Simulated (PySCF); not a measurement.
# [Tl(NH2)2]−: other functionals and bases at one geometry

The task here is to estimate one member of a computed series from the others.

The runs use PySCF 2.14.0; several levels, as the steps say, no spin–orbit coupling.

2 further runs of the same task are left out: 2 for a known fault of the program.

## The starting structure

7 atoms, charge -1, spin multiplicity 1.

Bond lengths: Tl1–N2 2.522 Å, Tl1–N5 2.522 Å, N2–H3 1.032 Å, N2–H4 1.032 Å, N5–H6 1.032 Å, N5–H7 1.032 Å. Angles: N2–Tl1–N5 180.0°, Tl1–N2–H3 128.9°, Tl1–N2–H4 128.9°, H3–N2–H4 102.3°, Tl1–N5–H6 128.9°, Tl1–N5–H7 128.9°, H6–N5–H7 102.3°.

Coordinates:

```xyz
7
H4N2Tl
Tl    0.0000    0.0000    0.0000
N     0.0000    0.0000    2.5223
H     0.5684    0.5684    3.1697
H    -0.5684   -0.5684    3.1697
N     0.0000    0.0000   -2.5223
H     0.5684   -0.5684   -3.1697
H    -0.5684    0.5684   -3.1697
```

Formal oxidation states: Tl +1. An earlier session relaxed this geometry at PBE0, Tl def2-SVP with ECP60, N def2-SVP, H def2-SVP (singlet, point group D2d). Its vibrations showed it to be a saddle point, relaxed within its symmetry.

At PBE0 on the finer grid: E = -284.149392 Eh, HOMO 0.08 eV, LUMO 3.80 eV, Mulliken charge on Tl1 +0.05 e, largest force component 0.004 eV/Å. The highest filled level lies above zero; it isn't the detachment energy.

Levels to run: revPBE; BLYP; r2SCAN; TPSS; PBE0, TZVP; PBE0, x2c-SVP. Hardware: 2 threads of Intel Xeon 6975P-C (Granite Rapids), shared host.

The first run:

Contents of run.py (the lines that set the calculation):

```python
mol = gto.M(atom='''
Tl     0.00000     0.00000     0.00000
N      0.00000     0.00000     2.52225
H      0.56841     0.56841     3.16974
H     -0.56841    -0.56841     3.16974
N      0.00000     0.00000    -2.52225
H      0.56841    -0.56841    -3.16974
H     -0.56841     0.56841    -3.16974''',
    basis={'Tl': 'def2-SVP', 'N': 'def2-SVP', 'H': 'def2-SVP'},
    ecp={'Tl': 'def2-SVP'},
    charge=-1, spin=0)
mf = dft.RKS(mol, xc='PBE_R,PBE')
mf.grids.atom_grid = (75, 302)
mf = mf.density_fit()  # fitting sets: Tl def2-universal-JKFIT, N def2-universal-JKFIT, H def2-universal-JKFIT
mf.conv_tol = 1e-08; mf.max_cycle = 55
mf.kernel(dm0)  # dm0: the density of the relaxed state
```

The run is started by

```
> OMP_NUM_THREADS=2 python run.py
```

Among the steps run: revPBE; BLYP; r2SCAN; TPSS; PBE0, TZVP; PBE0, x2c-SVP.

One table of the session follows, with a row left open; its other results are not shown here.

| level | gap (eV) | largest force component (eV/Å) |
| --- | --- | --- |
| PBE0 (relaxed here) | 3.71 | 0.00 |
| revPBE | ? | ? |
| BLYP | 2.07 | 0.42 |
| r2SCAN | 2.36 | 0.12 |
| TPSS | 2.22 | 0.40 |
| PBE0, TZVP | 3.74 | 0.60 |
| PBE0, x2c-SVP | 3.76 | 0.11 |

Estimate the missing values for revPBE.

**Answer.** gap (eV): 2.13; largest force component (eV/Å): 0.38. In the column «gap (eV)» it lies between BLYP (2.07) and TPSS (2.22).

In one basis the HOMO–LUMO gap runs from 2.07 eV (BLYP) to 3.71 eV (PBE0). The largest leftover force, 0.60 eV/Å with PBE0, TZVP, stands at a geometry relaxed at another level. Total energies of different levels can't be compared.
